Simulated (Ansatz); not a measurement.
# CH6AlFSi: the cost of one run

All numbers below are computed with Ansatz 0.2.0 (RKS PBE0-D4/6-31G*).

## 1. The starting structure

Bond lengths: C1–Si2 1.852 Å, Si2–Al3 2.349 Å, Al3–F4 1.770 Å, C1–H5 1.153 Å, C1–H6 1.124 Å, C1–H7 1.087 Å, Si2–H8 1.429 Å, Si2–H9 1.517 Å, Al3–H10 1.592 Å. Angles (14 of 15 angles, heavy atoms first): C1–Si2–Al3 107.9°, Si2–Al3–F4 121.6°, C1–Si2–H8 110.5°, C1–Si2–H9 108.9°, Al3–Si2–H8 109.5°, Al3–Si2–H9 110.5°, Si2–C1–H5 108.4°, Si2–C1–H6 110.3°, Si2–C1–H7 113.4°, Si2–Al3–H10 120.0°, F4–Al3–H10 118.1°, H8–Si2–H9 109.5°, H5–C1–H6 103.1°, H5–C1–H7 109.0°.

As a file:

```xyz
10

C     0.2662    1.4036   -0.5389
Si   -0.5336    0.1804    0.5989
Al    0.2349   -1.9605    0.0114
F    -0.2005   -3.3934    0.9541
H    -0.1540    2.4507   -0.2999
H    -0.0701    1.2291   -1.5973
H     1.3496    1.4282   -0.4530
H    -1.9560    0.2296    0.4680
H    -0.1438    0.5117    2.0272
H     1.2905   -2.1306   -1.1675
```

## 2. Preparing the start

The input, input.yaml:

```yaml
crystal:
  periodic: [false, false, false]
  atoms:
    - { symbol: C, position_ang: [0.2662, 1.4036, -0.5389] }
    - { symbol: Si, position_ang: [-0.5336, 0.1804, 0.5989] }
    - { symbol: Al, position_ang: [0.2349, -1.9605, 0.0114] }
    - { symbol: F, position_ang: [-0.2005, -3.3934, 0.9541] }
    - { symbol: H, position_ang: [-0.154, 2.4507, -0.2999] }
    - { symbol: H, position_ang: [-0.0701, 1.2291, -1.5973] }
    - { symbol: H, position_ang: [1.3496, 1.4282, -0.453] }
    - { symbol: H, position_ang: [-1.956, 0.2296, 0.468] }
    - { symbol: H, position_ang: [-0.1438, 0.5117, 2.0272] }
    - { symbol: H, position_ang: [1.2905, -2.1306, -1.1675] }
basis:
  gaussian: { orbitals: "6-31G*" }
hamiltonian:
  xc: pbe0
  dispersion: d4
relax:
  f_tol: 0.02
  max_steps: 40
scf:
  lower_state_search: "off"
```

Run with:

```bash
> ansatz run input.yaml --threads 1 --pin off --max-ram 2048MiB --backend cpu --events-out ev --progress --plain --runs-dir out
```

Q: Estimate wall time and peak memory on 1 thread of an Arm CPU, shared host.

About 40 s, with a peak of 0.14 GiB.
